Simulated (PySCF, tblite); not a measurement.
# C6H9F2O radical: geometry, infrared bands and EPR parameters

What infrared bands and EPR parameters should C6H9F2O radical (`C[C](CF)/C(=C\F)CO`) show?

The runs use tblite 0.8.0 and PySCF 2.14.0, with density-fitted response routines of our own; the level of theory stands in each step. All values are computed, except where a source is named. Atoms count from 0, in the outputs and in this text.

## (1) The starting structure

18 atoms, charge 0, multiplicity 2; geometry from: force field or distance geometry start.

Bonds of the start (Å): C0–C1 1.49, C1–C2 1.48, C2–F3 1.35, C1–C4 1.46, C4–C5 1.34, C5–F6 1.34, C4–C7 1.52, C7–O8 1.42, C0–H9 1.09, C0–H10 1.10, C0–H11 1.11, C2–H12 1.09, C2–H13 1.10, C5–H14 1.08, C7–H15 1.09, C7–H16 1.09, O8–H17 0.98.

## (2) Relaxing the molecule with GFN2-xTB

Job settings and geometry (Å):

```
{"job": {"kind": "relax", "xc": "GFN2-xTB", "basis": "xTB"}, "charge": 0, "multiplicity": 2}
C     -1.180700    -1.458900    -0.781500
C     -0.604500    -0.178900    -0.267900
C     -1.532900     0.881000     0.199900
F     -1.438700     1.058100     1.536600
C      0.844000     0.029200    -0.204600
C      1.683000    -0.547200    -1.082600
F      1.283300    -1.342300    -2.088800
C      1.408400     0.953800     0.856900
O      1.110700     0.439500     2.147400
H     -0.525000    -2.310300    -0.623200
H     -1.409200    -1.366100    -1.851000
H     -2.128100    -1.694900    -0.259800
H     -1.320300     1.843700    -0.271800
H     -2.579100     0.634100    -0.029900
H      2.760400    -0.428100    -1.095800
H      0.993300     1.963500     0.774100
H      2.493000     1.038500     0.783400
H      0.133700     0.491400     2.246800
```

Command:

```sh
$ OMP_NUM_THREADS=1 python probes_run.py task.json out
```

This one command runs all jobs of the session in turn.

**Question.** This job is followed by: GFN2-xTB harmonic vibrations, gas phase; UKS B3LYP, pcH-1 on C F H O, non-relativistic, mean-field spin-orbit, GIAO. What will the session give for the following? strongest single infrared mode (GFN2-xTB); zero-point energy (GFN2-xTB); g(iso) (B3LYP); ⟨S²⟩; largest a(iso) (averaged by class); potential on the surface of density 0.002 e/bohr³, 1st and 99th percentile.

The runs gave:

```
                                                                  quantity                 value
                                 strongest single infrared mode (GFN2-xTB)  450 cm⁻¹, 118 km/mol
                                              zero-point energy (GFN2-xTB)         86.4 kcal/mol
                                                            g(iso) (B3LYP)               2.00325
                                                                      ⟨S²⟩    0.776 (exact 0.75)
                                        largest a(iso) (averaged by class)  19F on F3, 158.1 MHz
potential on the surface of density 0.002 e/bohr³, 1st and 99th percentile    -1.68 V and 1.22 V
```

What this shows: The optimisation took 115 steps and gained 0.309 eV; among the close pairs (by a distance rule), C1–C4 changed most, from 1.465 to 1.395 Å. All 48 modes are real, so the xTB geometry is a minimum. The strongest single mode, at 450 cm⁻¹, moves mainly H17. GFN2-xTB is a fitted tight-binding method: band positions and strengths are rough. Its intensities can rank the bands wrongly. The largest spin populations lie on C1 (0.66 e), C5 (0.55 e). The isotropic g lies 0.9 ppt above the free-electron value. These values are for one conformer; the search (at its own cheap level) found 2 more, at 0.48, 1.85 kcal/mol, and measured spectra average over such forms.
